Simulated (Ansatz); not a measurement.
**BeNaH (singlet): the correlation ladder at distance Be1–H3 = 1.680 Å, cc-pVTZ**

Aim: climb from Hartree-Fock through coupled cluster for BeNaH (singlet) at one geometry and basis, and see what each rung misses.

The runs use Ansatz 0.2.0, Gaussian basis; cc-pVTZ, core rule «outside noble gas», up to 6 orbitals frozen.

The runs, in order: UHF; CCSD(T) on RHF; BCCD(T) on RHF; CCSDT(Q) on RHF; Full CI.

34 further runs of the same task are left out: 22 for a known fault of the program, 10 that didn't finish, 2 set aside as unsound or not needed. Runs told in other sessions of the task aren't counted.

### Step 1. The geometry

The geometry derives from a PBE0/def2-TZVP stationary point (not a proven minimum). One bond is set to the value named and the two fragments are kept rigid.

3 atoms, charge 0, spin multiplicity 1.

Atoms are counted from 1 here; the program's logs count them from 0.

No contacts short enough for the rule that draws bonds.

### Step 2. UHF

Contents of in.yaml:

```yaml
crystal:
  periodic: [false, false, false]
  atoms:
    - {symbol: Be, position_ang: [0.000000, 0.000000, 0.332467]}
    - {symbol: Na, position_ang: [0.000000, 0.000000, -2.344933]}
    - {symbol: H, position_ang: [0.000000, 0.000000, 2.012467]}
basis:
  gaussian: {orbitals: cc-pVTZ}
magnetization: {spin_polarized: true, initial_magnetization: 0}
hamiltonian: {xc: hf}
output: {orbitals: {seedname: orbitals}}
```

Launch:

```
$ ansatz run in.yaml --threads 1 --pin off --events-out ev --progress --plain --max-ram 2393MiB
```

The runs that follow: CCSD(T) on RHF; BCCD(T) on RHF; CCSDT(Q) on RHF; Full CI.

Before running them: what should the planned runs give, taken together? Wanted: FCI from the RHF energy; RMP2 from FCI; RCCSD from FCI; RCCSD(T) from FCI; RCCSDT(Q) from FCI; T1 diagnostic; effectively unpaired electrons.

**Answer**, as computed:

| quantity | value |
| --- | --- |
| FCI from the RHF energy | -2.2047 eV |
| RMP2 from FCI | +581.3 meV |
| RCCSD from FCI | +53.6 meV |
| RCCSD(T) from FCI | +12.9 meV |
| RCCSDT(Q) from FCI | +0.4 meV |
| levels within 1 kcal/mol (43 meV) | RCCSD(T), BCCD(T), RCCSDT, RCCSDT(Q) |
| T1 diagnostic | 0.013 |
| effectively unpaired electrons | 0.11 |

In words: RCCSD(T) lands +12.9 meV from the yardstick (0.6 % of the correlation energy). One determinant dominates. These misses are within one basis, not against nature.
